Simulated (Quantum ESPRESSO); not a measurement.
# Al in Quantum ESPRESSO: work function with PBE

Aim: the work function of Al with PBE.

Everything below comes from runs of Quantum ESPRESSO 7.5. Logs are shortened: lines on timing, memory, paths and dates and some standing lists are left out, and cuts for length are marked.

## Step 1: The structure

The cell holds a slab with vacuum, 6 atoms: a = 2.862 Å, b = 2.862 Å, c = 25.120 Å, α = 90.00°, β = 90.00°, γ = 90.00°.

## Step 2: Work function, PBE

pw.in reads:

```
&CONTROL
  calculation = 'scf'
  prefix = 'pwscf'
  outdir = './tmp'
  pseudo_dir = './pseudo'
  tprnfor = .true.
  disk_io = 'low'
/
&SYSTEM
  ibrav = 0
  celldm(1) = 8
  nat = 6
  ntyp = 1
  ecutwfc = 40
  nbnd = 15
  occupations = 'smearing'
  smearing = 'fd'
  degauss = 0.00367493
/
&ELECTRONS
  conv_thr = 6d-09
  electron_maxstep = 150
  mixing_beta = 0.3
  mixing_mode = 'local-TF'
/
ATOMIC_SPECIES
Al    26.9815 Al.upf
CELL_PARAMETERS alat
  0.6761298264072  -0.0000000000000   0.0000000000000
 -0.0000000000000   0.6761298264072   0.0000000000000
  0.0000000000000   0.0000000000000   5.9337164097484
ATOMIC_POSITIONS crystal
Al     0.5000000000    0.5000000000    0.2985680675
Al     0.0000000000    0.0000000000    0.3791408405
Al     0.5000000000    0.5000000000    0.4597136135
Al     0.0000000000    0.0000000000    0.5402863865
Al     0.5000000000    0.5000000000    0.6208591595
Al     0.0000000000    0.0000000000    0.7014319325
K_POINTS automatic
9 9 1 0 0 0
```

pp_density.in reads:

```
&INPUTPP
  prefix = 'pwscf'
  outdir = './tmp'
  filplot = 'density.dat'
  plot_num = 0
/
&PLOT
  nfile = 1
  filepp(1) = 'density.dat'
  iflag = 3
  output_format = 6
  fileout = 'density.cube'
/
```

pp_potential.in reads:

```
&INPUTPP
  prefix = 'pwscf'
  outdir = './tmp'
  filplot = 'potential.dat'
  plot_num = 11
/
&PLOT
  nfile = 1
  filepp(1) = 'potential.dat'
  iflag = 3
  output_format = 6
  fileout = 'potential.cube'
/
```

pp_elf.in reads:

```
&INPUTPP
  prefix = 'pwscf'
  outdir = './tmp'
  filplot = 'elf.dat'
  plot_num = 8
/
&PLOT
  nfile = 1
  filepp(1) = 'elf.dat'
  iflag = 3
  output_format = 6
  fileout = 'elf.cube'
/
```

Potentials or basis: PseudoDojo 0.4.1 SR PBE standard.

Started as:

```console
> OMP_NUM_THREADS=1 pw.x -in pw.in > pw.out
> OMP_NUM_THREADS=1 pp.x -in pp_density.in > pp_density.out
> OMP_NUM_THREADS=1 pp.x -in pp_potential.in > pp_potential.out
> OMP_NUM_THREADS=1 pp.x -in pp_elf.in > pp_elf.out
```

pw.out:

```text
This program is part of the open-source Quantum ESPRESSO suite
     for quantum simulation of materials; please cite
         "P. Giannozzi et al., J. Phys.:Condens. Matter 21 395502 (2009);
         "P. Giannozzi et al., J. Phys.:Condens. Matter 29 465901 (2017);
         "P. Giannozzi et al., J. Chem. Phys. 152 154105 (2020);
     in publications or presentations arising from this work. More details at

     Message from routine setup:
     using ibrav=0 with symmetry is DISCOURAGED, use correct ibrav instead

     G-vector sticks info
     --------------------
     sticks:   dense  smooth     PW     G-vecs:    dense   smooth      PW
     Sum         373     373    113                47491    47491    8179

     Using Slab Decomposition

     bravais-lattice index     =            0
     lattice parameter (alat)  =       8.0000  a.u.
     unit-cell volume          =    1388.8551 (a.u.)^3
     number of atoms/cell      =            6
     number of atomic types    =            1
     number of electrons       =        18.00
     number of Kohn-Sham states=           15
     kinetic-energy cutoff     =      40.0000  Ry
     charge density cutoff     =     160.0000  Ry
     scf convergence threshold =      6.0E-09
     mixing beta               =       0.3000
     number of iterations used =            8  local-TF  mixing
     Exchange-correlation= PBE
                           (   1   4   3   4   0   0   0)

     celldm(1)=   8.000000  celldm(2)=   0.000000  celldm(3)=   0.000000
     celldm(4)=   0.000000  celldm(5)=   0.000000  celldm(6)=   0.000000

     crystal axes: (cart. coord. in units of alat)
               a(1) = (   0.676130  -0.000000   0.000000 )
               a(2) = (  -0.000000   0.676130   0.000000 )
               a(3) = (   0.000000   0.000000   5.933716 )

     reciprocal axes: (cart. coord. in units 2 pi/alat)
               b(1) = (  1.479006  0.000000 -0.000000 )
               b(2) = (  0.000000  1.479006 -0.000000 )
               b(3) = ( -0.000000 -0.000000  0.168528 )

     PseudoPot. # 1 for Al read from file:
     Al.upf
     Pseudo is Norm-conserving + core correction, Zval =  3.0
     Generated using ONCVPSP code by D. R. Hamann
     Using radial grid of 1876 points,  6 beta functions with:
                l(1) =   0
                l(2) =   0
                l(3) =   1
                l(4) =   1
                l(5) =   2
                l(6) =   2

     atomic species   valence    mass     pseudopotential
     Al                3.00    26.98150     Al( 1.00)

     16 Sym. Ops., with inversion, found ( 8 have fractional translation)

   Cartesian axes

     site n.     atom                  positions (alat units)
         1        Al     tau(   1) = (   0.3380649   0.3380649   1.7716182  )
         2        Al     tau(   2) = (   0.0000000   0.0000000   2.2497142  )
         3        Al     tau(   3) = (   0.3380649   0.3380649   2.7278102  )
         4        Al     tau(   4) = (   0.0000000   0.0000000   3.2059062  )
         5        Al     tau(   5) = (   0.3380649   0.3380649   3.6840022  )
         6        Al     tau(   6) = (   0.0000000   0.0000000   4.1620982  )

     number of k points=    15  Fermi-Dirac smearing, width (Ry)=  0.0037
                       cart. coord. in units 2pi/alat
        k(    1) = (   0.0000000   0.0000000   0.0000000), wk =   0.0246914
        k(    2) = (   0.0000000   0.1643340   0.0000000), wk =   0.0987654
        k(    3) = (   0.0000000   0.3286680   0.0000000), wk =   0.0987654
        k(    4) = (   0.0000000   0.4930020   0.0000000), wk =   0.0987654
        k(    5) = (   0.0000000   0.6573360   0.0000000), wk =   0.0987654
        k(    6) = (   0.1643340   0.1643340   0.0000000), wk =   0.0987654
        k(    7) = (   0.1643340   0.3286680   0.0000000), wk =   0.1975309
        k(    8) = (   0.1643340   0.4930020   0.0000000), wk =   0.1975309
        k(    9) = (   0.1643340   0.6573360   0.0000000), wk =   0.1975309
        k(   10) = (   0.3286680   0.3286680   0.0000000), wk =   0.0987654
        k(   11) = (   0.3286680   0.4930020   0.0000000), wk =   0.1975309
        k(   12) = (   0.3286680   0.6573360   0.0000000), wk =   0.1975309
        k(   13) = (   0.4930020   0.4930020   0.0000000), wk =   0.0987654
        k(   14) = (   0.4930020   0.6573360   0.0000000), wk =   0.1975309
        k(   15) = (   0.6573360   0.6573360   0.0000000), wk =   0.0987654

     Dense  grid:    47491 G-vectors     FFT dimensions: (  24,  24, 192)

     Initial potential from superposition of free atoms

     starting charge      17.9853, renormalised to      18.0000

     negative rho (up, down):  1.417E-05 0.000E+00
     Starting wfcs are   24 randomized atomic wfcs

     Self-consistent Calculation

     iteration #  1     ecut=    40.00 Ry     beta= 0.30
     Davidson diagonalization with overlap
     ethr =  1.00E-02,  avg # of iterations =  3.8

     negative rho (up, down):  8.630E-08 0.000E+00

     total energy              =     -27.75347921 Ry
     estimated scf accuracy    <       0.57342899 Ry

     iteration #  2     ecut=    40.00 Ry     beta= 0.30
     Davidson diagonalization with overlap
     ethr =  3.19E-03,  avg # of iterations =  1.3

     total energy              =     -27.71503576 Ry
     estimated scf accuracy    <       0.35300175 Ry

     iteration #  3     ecut=    40.00 Ry     beta= 0.30
     Davidson diagonalization with overlap
     ethr =  1.96E-03,  avg # of iterations =  1.3

     total energy              =     -27.73678586 Ry
     estimated scf accuracy    <       0.01166710 Ry

     iteration #  4     ecut=    40.00 Ry     beta= 0.30
     Davidson diagonalization with overlap
     ethr =  6.48E-05,  avg # of iterations =  5.9

     total energy              =     -27.73670231 Ry
     estimated scf accuracy    <       0.01204175 Ry

     iteration #  5     ecut=    40.00 Ry     beta= 0.30
     Davidson diagonalization with overlap
     ethr =  6.48E-05,  avg # of iterations =  1.6

     total energy              =     -27.73676209 Ry
     estimated scf accuracy    <       0.00636534 Ry

     iteration #  6     ecut=    40.00 Ry     beta= 0.30
     Davidson diagonalization with overlap
     ethr =  3.54E-05,  avg # of iterations =  2.3

     total energy              =     -27.73556942 Ry
     estimated scf accuracy    <       0.00335403 Ry

     iteration #  7     ecut=    40.00 Ry     beta= 0.30
     Davidson diagonalization with overlap
     ethr =  1.86E-05,  avg # of iterations =  5.0

     negative rho (up, down):  8.139E-04 0.000E+00

     total energy              =     -27.73553696 Ry
     estimated scf accuracy    <       0.00174625 Ry

     iteration #  8     ecut=    40.00 Ry     beta= 0.30
     Davidson diagonalization with overlap
     ethr =  9.70E-06,  avg # of iterations =  3.0

     negative rho (up, down):  6.984E-03 0.000E+00

     total energy              =     -27.73571115 Ry
     estimated scf accuracy    <       0.00061201 Ry

     iteration #  9     ecut=    40.00 Ry     beta= 0.30
     Davidson diagonalization with overlap
     ethr =  3.40E-06,  avg # of iterations =  8.4

     negative rho (up, down):  8.562E-04 0.000E+00

     total energy              =     -27.73575117 Ry
     estimated scf accuracy    <       0.00007389 Ry

     iteration # 10     ecut=    40.00 Ry     beta= 0.30
     Davidson diagonalization with overlap
     ethr =  4.11E-07,  avg # of iterations =  6.9

     negative rho (up, down):  3.309E-04 0.000E+00

     total energy              =     -27.73573705 Ry
     estimated scf accuracy    <       0.00048616 Ry

     iteration # 11     ecut=    40.00 Ry     beta= 0.30
     Davidson diagonalization with overlap
     ethr =  4.11E-07,  avg # of iterations =  3.7

     negative rho (up, down):  2.209E-04 0.000E+00

     total energy              =     -27.73576549 Ry
     estimated scf accuracy    <       0.00000670 Ry

     iteration # 12     ecut=    40.00 Ry     beta= 0.30
     Davidson diagonalization with overlap
     ethr =  3.72E-08,  avg # of iterations =  2.0

     negative rho (up, down):  5.077E-08 0.000E+00

     total energy              =     -27.73576372 Ry
     estimated scf accuracy    <       0.00000964 Ry

     iteration # 13     ecut=    40.00 Ry     beta= 0.30
     Davidson diagonalization with overlap
     ethr =  3.72E-08,  avg # of iterations =  3.4

     negative rho (up, down):  2.610E-05 0.000E+00

     total energy              =     -27.73576510 Ry
     estimated scf accuracy    <       0.00000072 Ry

     iteration # 14     ecut=    40.00 Ry     beta= 0.30
     Davidson diagonalization with overlap
     ethr =  3.98E-09,  avg # of iterations =  1.8

     negative rho (up, down):  1.165E-05 0.000E+00

     total energy              =     -27.73576525 Ry
     estimated scf accuracy    <       0.00000001 Ry

     iteration # 15     ecut=    40.00 Ry     beta= 0.30
     Davidson diagonalization with overlap
     ethr =  8.32E-11,  avg # of iterations =  3.9

     negative rho (up, down):  2.146E-06 0.000E+00

     total energy              =     -27.73576528 Ry
     estimated scf accuracy    <       0.00000002 Ry

     iteration # 16     ecut=    40.00 Ry     beta= 0.30
     Davidson diagonalization with overlap
     ethr =  8.32E-11,  avg # of iterations =  2.1

     End of self-consistent calculation

          k = 0.0000 0.0000 0.0000 (  5983 PWs)   bands (ev):

    -9.2314  -8.6145  -7.4928  -6.0490  -4.2328  -2.0761  -0.5429   2.2744
     4.2962   5.5614   5.9201   7.3589   7.4124   7.4124   7.4904

          k = 0.0000 0.1643 0.0000 (  5983 PWs)   bands (ev):

    -9.0089  -8.3929  -7.2726  -5.8305  -4.0163  -1.8609  -0.3364   2.4738
     4.3119   4.4584   4.9102   5.7657   5.9128   6.1467   7.2460

          k = 0.0000 0.3287 0.0000 (  5957 PWs)   bands (ev):

    -8.3432  -7.7299  -6.6139  -5.1773  -3.3691  -1.2203   0.2799   1.2695
     1.8565   2.8900   3.1872   4.2841   5.1874   6.0395   6.8082

          k = 0.0000 0.4930 0.0000 (  5931 PWs)   bands (ev):

    -7.2405  -6.6317  -5.5227  -4.0955  -2.2995  -1.4351  -0.8358  -0.1697
     0.2648   1.2416   1.7032   3.3590   4.2424   5.4969   6.3239

          k = 0.0000 0.6573 0.0000 (  5923 PWs)   bands (ev):

    -5.7108  -5.1085  -4.0126  -3.7685  -3.1644  -2.5924  -2.0808  -0.8776
    -0.6127   0.9572   1.4808   2.6067   3.4677   4.6328   5.8063

          k = 0.1643 0.1643 0.0000 (  5963 PWs)   bands (ev):

    -8.7866  -8.1715  -7.0527  -5.6124  -3.8002  -1.6460  -0.1299   2.6769
     3.9657   4.5311   4.6805   5.4417   5.5695   5.9666   6.0074

          k = 0.1643 0.3287 0.0000 (  5973 PWs)   bands (ev):

    -8.1220  -7.5096  -6.3949  -4.9601  -3.1540  -1.0067   0.4865   1.4390
     2.0221   3.0580   3.3610   4.4430   5.3229   5.5208   6.1075

          k = 0.1643 0.4930 0.0000 (  5944 PWs)   bands (ev):

    -7.0210  -6.4130  -5.3055  -3.8800  -2.0863  -1.2319  -0.6333   0.0423
     0.4643   1.4485   1.8994   3.5537   4.4243   5.6828   6.4848

          k = 0.1643 0.6573 0.0000 (  5907 PWs)   bands (ev):

    -5.4939  -4.8926  -3.7982  -3.5560  -2.9527  -2.3798  -1.8700  -0.6654
    -0.4057   1.1652   1.6855   2.8125   3.6668   4.8347   5.9854

          k = 0.3287 0.3287 0.0000 (  5972 PWs)   bands (ev):

    -7.4604  -6.8506  -5.7402  -4.3108  -2.5110  -0.3709   1.1037   1.4991
     2.0648   2.8783   3.1059   3.5370   4.0762   4.4572   4.6771

          k = 0.3287 0.4930 0.0000 (  5942 PWs)   bands (ev):

    -6.3648  -5.7594  -4.6560  -3.2360  -1.4493  -0.6455  -0.0519   0.6697
     1.0341   2.0666   2.4563   3.3896   3.9943   4.1154   4.9558

          k = 0.3287 0.6573 0.0000 (  5891 PWs)   bands (ev):

    -4.8462  -4.2476  -3.1579  -2.9239  -2.3234  -1.7460  -1.2436  -0.0330
     0.2088   1.7833   2.2885   3.4266   4.2461   4.7875   5.4409

          k = 0.4930 0.4930 0.0000 (  5908 PWs)   bands (ev):

    -5.2789  -4.6780  -3.5819  -2.1714  -0.3984  -0.1416   0.4236   1.1778
     1.4652   1.8030   1.8765   2.8183   2.9845   3.1171   4.4123

          k = 0.4930 0.6573 0.0000 (  5902 PWs)   bands (ev):

    -3.7779  -3.1843  -2.1027  -1.9026  -1.3102  -0.7039  -0.2382   0.9988
     1.1929   2.1265   2.7548   2.7951   3.2689   3.8270   3.9527

          k = 0.6573 0.6573 0.0000 (  5866 PWs)   bands (ev):

    -2.3238  -1.7394  -0.9604  -0.6717  -0.3955   0.3627   0.6458   0.7276
     0.9854   1.7260   1.9992   2.0145   2.4251   2.4605   3.2819

     the Fermi energy is     1.6647 ev

!    total energy              =     -27.73576530 Ry
     estimated scf accuracy    <          3.5E-09 Ry
     smearing contrib. (-TS)   =      -0.00154584 Ry
     internal energy E=F+TS    =     -27.73421946 Ry

     The total energy is F=E-TS. E is the sum of the following terms:
     one-electron contribution =    -276.23512466 Ry
     hartree contribution      =     142.78805571 Ry
     xc contribution           =     -12.76681799 Ry
     ewald contribution        =     118.47966748 Ry

     convergence has been achieved in  16 iterations

     Forces acting on atoms (cartesian axes, Ry/au):

     atom    1 type  1   force =     0.00000000    0.00000000   -0.00500495
     atom    2 type  1   force =     0.00000000    0.00000000    0.00242835
     atom    3 type  1   force =     0.00000000    0.00000000    0.00944632
     atom    4 type  1   force =     0.00000000    0.00000000   -0.00944632
     atom    5 type  1   force =     0.00000000    0.00000000   -0.00242835
     atom    6 type  1   force =     0.00000000    0.00000000    0.00500495

     Total force =     0.015504     Total SCF correction =     0.000098

=------------------------------------------------------------------------------=
   JOB DONE.
=------------------------------------------------------------------------------=
```

It took 18 s on 1 thread of AMD EPYC 9R45 (Zen 5), shared host; peak memory 0.11 GiB.

What came out:

| Property | Result |
| --- | --- |
| Free energy | -377.3643 eV |
| Largest force | 0.243 eV/Å |
| Band gap on the k mesh | none (metal or under the smearing width) |
| Work function of the upper face | 4.28 eV |
| Work function of the lower face | 4.28 eV |

Forces on the atoms (eV/Å):
```
Al   0.000  0.000 -0.129
Al   0.000  0.000  0.062
Al   0.000  0.000  0.243
Al   0.000  0.000 -0.243
Al   0.000  0.000 -0.062
Al   0.000  0.000  0.129
```

Levels at points of the mesh, in eV from the Fermi level:
```
           k point  band 6  band 7  band 8  band 9  band 10  band 11  band 12  band 13
(0.00, 0.00, 0.00)   -3.74   -2.21    0.61    2.63     3.90     4.26     5.69     5.75
```
